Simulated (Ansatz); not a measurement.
# Ta3Cr: the cost of one run

Computed with Ansatz 0.2.0 (DFT PBE, scalar-relativistic, plane waves, PAW, unless a step's input says otherwise).

1 further run of the same task is left out (it didn't finish).

## 1. The starting structure

Symmetry: Pm-3m, No. 221, cubic system. The conventional cell has a = 3.923 Å, b = 3.923 Å, c = 3.923 Å, α = 90.00°, β = 90.00°, γ = 90.00°. Ta (site symmetry 4/mmm) has 8 Ta at 2.77 Å and 4 Cr at 2.77 Å as nearest neighbours. Cr (site symmetry m-3m) has 12 Ta at 2.77 Å as nearest neighbours.

Coordinates:

```cif
data_structure
_symmetry_space_group_name_H-M 'P 1'
_symmetry_Int_Tables_number 1
_cell_length_a 3.9227
_cell_length_b 3.9227
_cell_length_c 3.9227
_cell_angle_alpha 90.000
_cell_angle_beta 90.000
_cell_angle_gamma 90.000
_cell_volume 60.36
loop_
_atom_site_label
_atom_site_type_symbol
_atom_site_fract_x
_atom_site_fract_y
_atom_site_fract_z
_atom_site_occupancy
Ta1 Ta 0.00000 0.50000 0.50000 1
Ta2 Ta 0.50000 0.00000 0.50000 1
Ta3 Ta 0.50000 0.50000 0.00000 1
Cr1 Cr 0.00000 0.00000 0.00000 1
```

(A quick probe on a coarse mesh, which set the mesh and smearing, is not shown.)

## 3. Rough relaxation on the coarse mesh

File input.yaml:

```yaml
crystal:
  lattice:
    - [3.9226621046, 0.0, 0.0]
    - [0.0, 3.9226621046, 0.0]
    - [0.0, 0.0, 3.9226621046]
  atoms:
    - { symbol: Ta, position: [0.0, 0.5, 0.5] }
    - { symbol: Ta, position: [0.5, 0.0, 0.5] }
    - { symbol: Ta, position: [0.5, 0.5, 0.0] }
    - { symbol: Cr, position: [0.0, 0.0, 0.0], spin: 0.32 }
basis:
  ecutwfc: 420
kpoints:
  mp_grid: { grid: [4, 4, 4] }
hamiltonian:
  xc: pbe
scf:
  occupations: { method: gaussian, width: 0.1 }
  lower_state_search: "off"
output:
  forces: true
  stress: true
  eigenvalues: true
  populations: true
magnetization:
  spin_polarized: true
relax:
  adjacent_minimum: "off"
  f_tol: 0.04
  max_steps: 70
  cell: { stress_tol: 0.4 }
```

Started as:

```
> ansatz run input.yaml --threads 1 --pin off --max-ram 2560MiB --backend cpu --events-out ev --progress --plain --runs-dir out
```

Q: Estimate wall time and peak memory on 1 thread of Arm Neoverse V2, shared host.

About 18 s, with a peak of 0.35 GiB.
